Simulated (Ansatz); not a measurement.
# CdH4O2Si: the cost of one run

Method: RKS r2SCAN/def2-SVP, in Ansatz 0.2.0.

1 further run of the same task is left out (it didn't finish).

## Step 1: Starting point

Bond lengths: O1–Cd2 1.912 Å, Cd2–O3 1.932 Å, O3–Si4 1.607 Å, O1–H5 0.961 Å, Si4–H6 1.479 Å, Si4–H7 1.486 Å, Si4–H8 1.465 Å. Angles: O1–Cd2–O3 134.1°, Cd2–O1–H5 116.2°, Cd2–O3–Si4 121.9°, O3–Si4–H6 111.8°, O3–Si4–H7 110.6°, O3–Si4–H8 102.5°, H6–Si4–H7 109.0°, H6–Si4–H8 111.5°, H7–Si4–H8 111.4°.

Coordinates:

```xyz
8

O     0.3097    2.3256   -1.2730
Cd   -0.3187    0.5444   -1.5679
O    -0.1647   -1.1158   -0.5912
Si   -0.0226   -1.1485    1.0090
H     0.1649    2.9514   -1.9882
H     1.2179   -0.4834    1.4644
H    -1.1891   -0.4885    1.6510
H     0.0025   -2.5853    1.2960
```

## Step 2: End point A

File input.yaml:

```yaml
crystal:
  periodic: [false, false, false]
  atoms:
    - { symbol: O, position_ang: [0.30973, 2.32559, -1.273] }
    - { symbol: Cd, position_ang: [-0.3187, 0.54445, -1.56795] }
    - { symbol: O, position_ang: [-0.16467, -1.11577, -0.59123] }
    - { symbol: Si, position_ang: [-0.02261, -1.14847, 1.00901] }
    - { symbol: H, position_ang: [0.16493, 2.95135, -1.98821] }
    - { symbol: H, position_ang: [1.21787, -0.48335, 1.4644] }
    - { symbol: H, position_ang: [-1.18906, -0.48851, 1.65096] }
    - { symbol: H, position_ang: [0.0025, -2.5853, 1.29601] }
basis:
  gaussian: { orbitals: def2-SVP }
hamiltonian:
  xc: r2scan
relax:
  f_tol: 0.015
  max_steps: 40
output:
  orbitals: {}
```

On the command line:

```bash
$ ansatz run input.yaml --threads 2 --pin off --max-ram 3072MiB --backend cpu --events-out ev --progress --plain --runs-dir out
```

**Question.** How long does this run take on 2 threads of Arm Neoverse V2, shared host, and how much memory does it need?

About 99 s, with a peak of 0.16 GiB.
